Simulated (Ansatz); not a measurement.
# GaHSF2 (SMILES [F][Ga]([F])[SH]) at 6 levels

Aim: a comparison of 6 runs (HF/STO-3G, CAM-B3LYP/pcseg-1, B3LYP/6-31G*, PBE0/def2-SVP, PBE/6-311G**) of GaHSF2. 

The calculation is run with Ansatz 0.2.0.

1 further run of the same task is left out (set aside as unsound or not needed).

## (1) The structure to begin with

The species is GaHSF2 (5 atoms), meant as a singlet with charge 0. SMILES: `[F][Ga]([F])[SH]`. The shape is that of a PBE0-D4/def2-TZVP optimisation.

Bond lengths: F1–Ga2 1.736 Å, Ga2–F3 1.739 Å, Ga2–S4 2.163 Å, S4–H5 1.345 Å. Angles: F1–Ga2–F3 115.1°, F1–Ga2–S4 122.4°, F3–Ga2–S4 122.5°, Ga2–S4–H5 91.6°.

## (2) Energy and gradient at HF/STO-3G (run 1)

Contents of run.yaml:

```yaml
crystal:
  periodic: [false, false, false]
  atoms:
    - {symbol: F, position_ang: [-0.326400, -1.486100, 1.658600]}
    - {symbol: Ga, position_ang: [0.142700, -0.389000, 0.397700]}
    - {symbol: F, position_ang: [1.855700, -0.271200, 0.121400]}
    - {symbol: S, position_ang: [-1.298500, 0.749200, -0.745600]}
    - {symbol: H, position_ang: [-0.323600, 1.323500, -1.473600]}
basis:
  gaussian: {orbitals: STO-3G}
hamiltonian: {xc: hf}
accuracy: high
output: {forces: true, orbitals: {seedname: orbitals}}
```

On the command line:

```bash
$ ansatz run run.yaml --threads 1 --pin off --max-ram 2610MiB --events-out events.jsonl --progress --plain --runs-dir runs
```

What it wrote:

```text
Warning: RAYON_NUM_THREADS=1 ignored (pool sized by the plan → 1); use --threads N
Functional definition: HF
  name "HF"
  exchange = exact_x
  correlation = 0
656 factors; integrals over basis functions are off by at most 4.2e-8 eV
mean field evaluation 1: about -67773.2937 eV, gradient 2.5e1 eV
mean field evaluation 2: about -67773.3784 eV, gradient 2.5e1 eV
mean field evaluation 4: about -67776.8775 eV, gradient 1.9e0 eV
mean field evaluation 8: about -67776.9065 eV, gradient 2.6e-3 eV
mean field -67776.90651724 eV, -2490.7553736714 hartree, gradient 4.4e-8 eV, S^2 0.000000; 0 other end points of the search recorded, 0 dependent functions left out
the calculation of the forces begins
reference -67776.90651724 eV, -2490.7553736714 hartree; 33, 33 occupied and 5, 5 virtual orbitals, 656 factors
Total energy: -67776.90651724 eV, -2490.7553736714 hartree
Atom 0 at    -0.326400    -1.486100     1.658600 Å, force     1.040550     2.024743    -2.341364 eV/Å
Atom 1 at     0.142700    -0.389000     0.397700 Å, force     0.946033    -0.937508     0.966335 eV/Å
Atom 2 at     1.855700    -0.271200     0.121400 Å, force    -3.212136    -0.322461     0.629945 eV/Å
Atom 3 at    -1.298500     0.749200    -0.745600 Å, force     1.848893    -0.679590     0.592716 eV/Å
Atom 4 at    -0.323600     1.323500    -1.473600 Å, force    -0.623340    -0.085185     0.152367 eV/Å
Dipole moment:    -0.004038     0.152767    -0.170513 e Å
```

It took 0.66 s on 1 thread of Intel Xeon 6975P-C (Granite Rapids), shared host; peak memory 0.11 GiB.

## (3) Energy and forces at CAM-B3LYP/pcseg-1 (run 2)

run.yaml: that of step 2 with these lines changed.

```diff
@@ -9,4 +9,4 @@
 basis:
-  gaussian: {orbitals: STO-3G}
-hamiltonian: {xc: hf}
+  gaussian: {orbitals: pcseg-1.json}
+hamiltonian: {xc: {name: CAM-B3LYP}}
 accuracy: high
```

The basis set pcseg-1 is read from a file made from the Basis Set Exchange's data (not shown).

On the command line:

```bash
$ ansatz run run.yaml --threads 1 --pin off --max-ram 2610MiB --events-out events.jsonl --progress --plain --runs-dir runs
```

What it wrote, shortened:

```text
Warning: RAYON_NUM_THREADS=1 ignored (pool sized by the plan → 1); use --threads N
Functional definition: CAM-B3LYP
  name "CAM-B3LYP"
[...]
1538 factors; integrals over basis functions are off by at most 4.1e-9 eV
374 factors; integrals over basis functions are off by at most 1.9e-9 eV
[...]
mean field -68661.78249116 eV, -2523.2739659222 hartree, gradient 3.7e-8 eV, S^2 0.000000; 0 other end points of the search recorded, 0 dependent functions left out
[...]
reference -68661.78250867 eV, -2523.2739665657 hartree; 33, 33 occupied and 45, 45 virtual orbitals, 1538 factors
Total energy: -68661.78250867 eV, -2523.2739665657 hartree
Atom 0 at    -0.326400    -1.486100     1.658600 Å, force    -0.160584    -0.399678     0.458628 eV/Å
Atom 1 at     0.142700    -0.389000     0.397700 Å, force    -0.409284     0.270743    -0.264947 eV/Å
Atom 2 at     1.855700    -0.271200     0.121400 Å, force     0.593317     0.048807    -0.105853 eV/Å
Atom 3 at    -1.298500     0.749200    -0.745600 Å, force    -0.135038    -0.051014     0.067010 eV/Å
Atom 4 at    -0.323600     1.323500    -1.473600 Å, force     0.111589     0.131142    -0.154838 eV/Å
Dipole moment:    -0.144967     0.312196    -0.336311 e Å
```

Run time: 5.7 s. Hardware: 1 thread of Intel Xeon 6975P-C (Granite Rapids), shared host; peak memory 0.3 GiB.

## (4) Energy and forces at B3LYP/6-31G(d) (spherical functions) (run 3)

run.yaml: that of step 3 with these lines changed.

```diff
@@ -9,4 +9,4 @@
 basis:
-  gaussian: {orbitals: pcseg-1.json}
-hamiltonian: {xc: {name: CAM-B3LYP}}
+  gaussian: {orbitals: 6-31G_st_-spherical.json}
+hamiltonian: {xc: {name: B3LYP}}
 accuracy: high
```

The basis set 6-31G* is read from a file made from the Basis Set Exchange's data (not shown).

On the command line:

```bash
$ ansatz run run.yaml --threads 1 --pin off --max-ram 2610MiB --events-out events.jsonl --progress --plain --runs-dir runs
```

What it wrote, shortened:

```text
Warning: RAYON_NUM_THREADS=1 ignored (pool sized by the plan → 1); use --threads N
Functional definition: B3LYP
  name "B3LYP"
[...]
1619 factors; integrals over basis functions are off by at most 4.6e-9 eV
[...]
mean field -68659.84155448 eV, -2523.2026378150 hartree, gradient 5.1e-8 eV, S^2 0.000000; 0 other end points of the search recorded, 0 dependent functions left out
[...]
reference -68659.84159169 eV, -2523.2026391825 hartree; 33, 33 occupied and 47, 47 virtual orbitals, 1619 factors
Total energy: -68659.84159169 eV, -2523.2026391825 hartree
Atom 0 at    -0.326400    -1.486100     1.658600 Å, force    -0.067298    -0.169006     0.194003 eV/Å
Atom 1 at     0.142700    -0.389000     0.397700 Å, force     0.091259    -0.118656     0.125558 eV/Å
Atom 2 at     1.855700    -0.271200     0.121400 Å, force     0.262498     0.025253    -0.051519 eV/Å
Atom 3 at    -1.298500     0.749200    -0.745600 Å, force    -0.398305     0.161286    -0.146654 eV/Å
Atom 4 at    -0.323600     1.323500    -1.473600 Å, force     0.111846     0.101123    -0.121388 eV/Å
Dipole moment:    -0.113942     0.286147    -0.309903 e Å
```

Wall time 5.4 s (1 thread of Intel Xeon 6975P-C (Granite Rapids), shared host); peak memory 0.28 GiB.

Runs 4 to 5 aren't shown in full; the table further down has their settings and results.

## (5) Energy and gradient at PBE/6-311G(d,p) (run 6)

Contents of in.yaml:

```yaml
crystal:
  periodic: [false, false, false]
  atoms:
    - symbol: F
      position_ang: [-0.326400, -1.486100, 1.658600]
    - symbol: Ga
      position_ang: [0.142700, -0.389000, 0.397700]
    - symbol: F
      position_ang: [1.855700, -0.271200, 0.121400]
    - symbol: S
      position_ang: [-1.298500, 0.749200, -0.745600]
    - symbol: H
      position_ang: [-0.323600, 1.323500, -1.473600]
basis:
  gaussian:
    orbitals: 6-311G_st__st_-spherical.json
hamiltonian:
  xc: pbe
accuracy: high
output:
  forces: true
  orbitals: {seedname: orbitals}
```

The basis set 6-311G** is read from a file made from the Basis Set Exchange's data (not shown).

On the command line:

```bash
$ ansatz run in.yaml --threads 1 --pin off --max-ram 2610MiB --events-out events.jsonl --progress --plain --runs-dir runs
```

What it wrote, shortened:

```text
Warning: RAYON_NUM_THREADS=1 ignored (pool sized by the plan → 1); use --threads N
Functional definition: PBE
  name "PBE"
[...]
1983 factors; integrals over basis functions are off by at most 1.4e-8 eV
[...]
mean field -68649.79623679 eV, -2522.8334791989 hartree, gradient 3.5e-8 eV, S^2 0.000000; 0 other end points of the search recorded, 0 dependent functions left out
[...]
reference -68649.79624126 eV, -2522.8334793632 hartree; 33, 33 occupied and 79, 79 virtual orbitals, 1983 factors
Total energy: -68649.79624126 eV, -2522.8334793632 hartree
Atom 0 at    -0.326400    -1.486100     1.658600 Å, force    -0.229153    -0.497518     0.573424 eV/Å
Atom 1 at     0.142700    -0.389000     0.397700 Å, force    -0.314774     0.224928    -0.222641 eV/Å
Atom 2 at     1.855700    -0.271200     0.121400 Å, force     0.785545     0.068798    -0.144249 eV/Å
Atom 3 at    -1.298500     0.749200    -0.745600 Å, force    -0.520363     0.027894     0.013217 eV/Å
Atom 4 at    -0.323600     1.323500    -1.473600 Å, force     0.278745     0.175897    -0.219751 eV/Å
Dipole moment:    -0.124521     0.287287    -0.310224 e Å
```

Run time: 5.1 s. Hardware: 1 thread of Intel Xeon 6975P-C (Granite Rapids), shared host; peak memory 0.28 GiB.

## (6) Overview of the runs

```csv
run,level,Cartesian functions,energy (Eh),dipole moment (D),HOMO energy (eV),LUMO energy (eV),wall time
1,HF/STO-3G,no,-2490.755374,1.10,-7.79,5.83,0.66 s
2,CAM-B3LYP/pcseg-1,no,-2523.273967,2.31,-10.01,-0.83,5.7 s
3,B3LYP/6-31G* (spherical functions),no,-2523.202639,2.10,-8.22,-1.99,5.4 s
4,PBE0/def2-SVP,no,-2522.342276,2.25,-8.50,-1.51,4.5 s
5,B3LYP/6-31G* (Cartesian functions),yes,-2523.214193,2.06,-8.21,-1.97,6 s
6,PBE/6-311G**,no,-2522.833479,2.12,-7.36,-2.72,5.1 s
```

## (7) What came out

| quantity | value |
| --- | --- |
| run 6: total energy | -2522.83348 Eh |
| run 6: dipole moment | 2.12 D |
| run 6: HOMO energy | -7.36 eV |
| run 6: LUMO energy | -2.72 eV |
| run 6: HOMO–LUMO gap | 4.65 eV |
| run 6: largest force on an atom | 0.802 eV/Å |

**Reading.** The dipole moment (its size) runs from 1.10 D (HF/STO-3G) to 2.31 D (CAM-B3LYP/pcseg-1). The two ends differ in method and basis. The HOMO–LUMO gap runs from 4.65 eV (PBE/6-311G**) to 13.62 eV (HF/STO-3G). Totals of different functionals can't be ranked against each other. In run 1 the basis is minimal, so the values are rough. All runs together took 27 s, the longest 6 s.
